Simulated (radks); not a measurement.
# Ga in [Ar] 3d10 4s2 4p1: an all-electron calculation

The task here is to estimate one member of a computed series from the others.

Method: Dirac Kohn-Sham, HCTH/407, spin-unpolarised, spherical densities, finite nucleus; open shells fill j = l - 1/2 first. Code: radks (a radial shooting solver on a logarithmic mesh, Libxc functionals) version 1.

## Starting point

| Quantity | Value |
| --- | --- |
| element | gallium (Z = 31) |
| charge | 0 |
| electrons | 31 |
| configuration | [Ar] 3d10 4s2 4p1 |
| nuclear rms radius | 3.9973 fm |

The first run:

The run's settings:

```text
Z 31
configuration [Ar] 3d10 4s2 4p1 5s0 4d0
relativity Dirac
functional hcth_407
spin unpolarised
j_filling energy
nucleus finite rms 3.9973 fm
c 137.035999084
```

Run with:

```bash
> python run_ks.py task.json out
```

All runs below come from this command, one after another.

One table of the session follows, with a row left open; its other results are not shown here.

It belongs to the step «Orbitals and density». Sizes of the orbitals, from the radial functions (bohr):

```
level      <r>  outermost maximum (interpolated)  90 % within  nodes
1s1/2  0.04863                            0.0318       0.0869      0
2s1/2   0.2176                             0.183        0.337      1
2p1/2   0.1882                             0.144        0.308      0
2p3/2   0.1917                             0.147        0.313      0
3s1/2   0.6512                             0.565        0.975      2
3p1/2   0.6706                             0.561         1.03      1
3p3/2   0.6813                             0.569         1.05      1
3d3/2   0.7990                             0.530         1.37      0
3d5/2   0.8052                             0.533         1.39      0
4s1/2    2.340                              1.90         3.58      3
4p1/2    3.492                              2.50         5.74      2
4p3/2        ?                                 ?            ?      ?
```

Estimate the missing values for 4p3/2.

The run gave: <r>: 3.570; outermost maximum (interpolated): 2.55; 90 % within: 5.87; nodes: 2. In the column «<r>» it is the highest.

Caveats from the session: Spin polarisation and multiplet splitting are left out.
